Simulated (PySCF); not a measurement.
# One shape, several levels: GeSiH3Cl2F (SMILES F[Si](Cl)(Cl)[GeH3])

Aim: a comparison of 6 runs (HF/3-21G, HF/def2-SVP, B3LYP/6-31G*, TPSSh/def2-SVP, BLYP/6-311G**, PBE0/def2-TZVP) of GeSiH3Cl2F. 

The calculation is run with PySCF 2.14.0.

## (1) The system as given

GeSiH3Cl2F: 8 atoms, total charge 0, spin state singlet. As SMILES, `F[Si](Cl)(Cl)[GeH3]`. The coordinates come from a PBE0-D4/def2-TZVP relaxation.

Bond lengths: F1–Si2 1.589 Å, Si2–Cl3 2.038 Å, Si2–Cl4 2.038 Å, Si2–Ge5 2.370 Å, Ge5–H6 1.534 Å, Ge5–H7 1.534 Å, Ge5–H8 1.533 Å. Some angles: F1–Si2–Cl3 107.0°, F1–Si2–Cl4 107.1°, F1–Si2–Ge5 110.8°, Cl3–Si2–Cl4 108.8°, Cl3–Si2–Ge5 111.5°, Cl4–Si2–Ge5 111.5°, Si2–Ge5–H6 109.2°, Si2–Ge5–H7 109.2°, Si2–Ge5–H8 108.3°, H6–Ge5–H7 110.1°.

## (2) Energy and gradient at HF/3-21G (run 1)

The input, run.py:

```python
import pyscf.grad
from pyscf import gto

mol = gto.M(
    atom='''
F     -2.521462    -3.040947     1.664660
Si    -0.245097    -2.103832    -0.053479
Cl     2.929642    -3.877907     1.212448
Cl    -0.979634    -3.284911    -3.644337
Ge     0.175367     2.350252     0.151934
H      0.706569     3.132032     2.891659
H     -2.277120     3.582921    -0.779323
H      2.386157     3.134678    -1.548631
''',
    basis='3-21g',
    verbose=4,
    spin=0,
    max_memory=1860,
    unit='bohr',
)

myscf = mol.RHF()
myscf.conv_tol = 1e-10
myscf.kernel()
if not myscf.converged:
    myscf = myscf.newton().run(myscf.mo_coeff, myscf.mo_occ)

etot = myscf.e_tot
print('E(%s) = %.9f' % ('HF', etot))
grad = myscf.Gradients().kernel()
myscf.analyze()
```

Command:

```
$ OMP_NUM_THREADS=1 python run.py
```

Log:

```text
PySCF version 2.14.0

[... 77 lines left out ...]
Nuclear Repulsion Energy =             628.195258559485751
[... 11 lines left out ...]
MO #6   energy= -45.9612610525565  occ= 2
[... 9 lines left out ...]
MO #16  energy= -7.98397562627753  occ= 2
[... 9 lines left out ...]
MO #26  energy= -1.61997942251659  occ= 2
[... 9 lines left out ...]
MO #36  energy= -0.690067685020228 occ= 2
[... 9 lines left out ...]
MO #46  energy= -0.433533209544295 occ= 2
[... 9 lines left out ...]
MO #56  energy= 0.398708849636775  occ= 0
[... 9 lines left out ...]
MO #66  energy= 0.877445157396993  occ= 0
[... 9 lines left out ...]
MO #76  energy= 3.79944811966307   occ= 0
[... 87 lines left out ...]
Dipole moment(X, Y, Z, Debye): -0.03284,  3.48020,  0.45127
```

Wall time 5.1 s (1 thread of Intel Xeon at 2.70GHz, shared host); peak memory 0.15 GiB.

## (3) Energy and forces at HF/def2-SVP (run 2)

The input, job.py:

```python
from pyscf import gto

mol = gto.M(
    atom=[
    ('F', (-1.334300, -1.609200, 0.880900)),
    ('Si', (-0.129700, -1.113300, -0.028300)),
    ('Cl', (1.550300, -2.052100, 0.641600)),
    ('Cl', (-0.518400, -1.738300, -1.928500)),
    ('Ge', (0.092800, 1.243700, 0.080400)),
    ('H', (0.373900, 1.657400, 1.530200)),
    ('H', (-1.205000, 1.896000, -0.412400)),
    ('H', (1.262700, 1.658800, -0.819500)),
],
    charge=0,
    basis='def2-svp',
    max_memory=1860,
    verbose=4,
)

calc0 = mol.RHF()
calc0.conv_tol = 1e-10
calc0.kernel()
if not calc0.converged:
    calc0 = calc0.newton().run(calc0.mo_coeff, calc0.mo_occ)

energy = calc0.e_tot
print('E = %.10f Eh' % energy)
grad = calc0.nuc_grad_method().kernel()
calc0.analyze()
```

Command:

```
$ OMP_NUM_THREADS=1 python job.py
```

Log:

```text
PySCF version 2.14.0

[... 78 lines left out ...]
Total Energy =                       -3383.923146255484426
[... 16 lines left out ...]
MO #10  energy= -10.572820507472   occ= 2
[... 14 lines left out ...]
MO #25  energy= -4.35548468133723  occ= 2
[... 14 lines left out ...]
MO #40  energy= -0.526438995628668 occ= 2
[... 14 lines left out ...]
MO #55  energy= 0.3688072420053    occ= 0
[... 14 lines left out ...]
MO #70  energy= 0.795233254400019  occ= 0
[... 14 lines left out ...]
MO #85  energy= 1.21497066193238   occ= 0
[... 14 lines left out ...]
MO #100 energy= 2.00451464026479   occ= 0
[... 14 lines left out ...]
MO #115 energy= 3.92939545621022   occ= 0
[... 126 lines left out ...]
Dipole moment(X, Y, Z, Debye):  0.39857,  1.89802, -0.08909
```

Run time: 18 s. Hardware: 1 thread of Intel Xeon at 2.70GHz, shared host; peak memory 0.29 GiB.

Runs 3 to 5 aren't shown in full; the table further down has their settings and results.

## (4) Energy and gradient at PBE0/def2-TZVP (run 6)

The input, run.py:

```python
import pyscf.grad
from pyscf import gto, dft

molecule = gto.M(
    atom='''
F     -1.334300    -1.609200     0.880900
Si    -0.129700    -1.113300    -0.028300
Cl     1.550300    -2.052100     0.641600
Cl    -0.518400    -1.738300    -1.928500
Ge     0.092800     1.243700     0.080400
H      0.373900     1.657400     1.530200
H     -1.205000     1.896000    -0.412400
H      1.262700     1.658800    -0.819500
''',
    max_memory=1860,
    charge=0,
    verbose=3,
    basis='def2-tzvp',
)

ks = dft.RKS(molecule)
ks.xc = 'pbe0'
ks.conv_tol = 1e-10
ks.grids.level = 5
ks.kernel()
if not ks.converged:
    ks = ks.newton().run(ks.mo_coeff, ks.mo_occ)

etot = ks.e_tot
print('E = %.10f Eh' % etot)
grad = ks.Gradients().kernel()
ks.analyze()
```

Command:

```
$ OMP_NUM_THREADS=1 python run.py
```

Log:

```text
converged SCF energy = -3388.02055629194
[... 17 lines left out ...]
MO #8   energy= -44.410435227224   occ= 2
[... 24 lines left out ...]
MO #33  energy= -0.85845600181894  occ= 2
[... 24 lines left out ...]
MO #58  energy= 0.18259917409312   occ= 0
[... 24 lines left out ...]
MO #83  energy= 0.553031909645783  occ= 0
[... 24 lines left out ...]
MO #108 energy= 1.1326784717582    occ= 0
[... 24 lines left out ...]
MO #133 energy= 1.88316781775677   occ= 0
[... 24 lines left out ...]
MO #158 energy= 2.40981825813919   occ= 0
[... 24 lines left out ...]
MO #183 energy= 5.57035350279088   occ= 0
[... 24 lines left out ...]
MO #208 energy= 57.0273917249321   occ= 0
[... 9 lines left out ...]
Dipole moment(X, Y, Z, Debye):  0.36387,  1.63365, -0.09345
```

It took 4.9 min on 1 thread of Intel Xeon at 2.70GHz, shared host; peak memory 1.7 GiB.

## (5) The series

```
run                               level  integration grid   energy (Eh)  dipole moment (D)  HOMO energy (eV)  LUMO energy (eV)  wall time
  1                            HF/3-21G                 –  -3368.097980               3.51            -11.80              2.47      5.1 s
  2                         HF/def2-SVP                 –  -3383.923146               1.94            -11.49              3.17       18 s
  3  B3LYP/6-31G* (spherical functions)                 5  -3388.446929               1.98             -8.46             -0.46       67 s
  4                      TPSSh/def2-SVP                 5  -3387.998681               1.61             -8.04             -0.56       99 s
  5                       BLYP/6-311G**                 5  -3388.756528               2.01             -7.52             -1.27       89 s
  6                      PBE0/def2-TZVP                 5  -3388.020556               1.68             -8.68             -0.40    4.9 min
```

## (6) What came out

| quantity | value |
| --- | --- |
| run 6: total energy | -3388.02056 Eh |
| run 6: dipole moment | 1.68 D |
| run 6: HOMO energy | -8.68 eV |
| run 6: LUMO energy | -0.40 eV |
| run 6: HOMO–LUMO gap | 8.28 eV |
| run 6: largest force on an atom | 0.020 eV/Å |

What this shows: The dipole moment (its size) runs from 1.61 D (TPSSh/def2-SVP) to 3.51 D (HF/3-21G). The two ends differ in method and basis. The HOMO–LUMO gap runs from 6.25 eV (BLYP/6-311G**) to 14.65 eV (HF/def2-SVP). Totals of different functionals can't be ranked against each other. All runs together took 9.6 min, the longest 4.9 min.
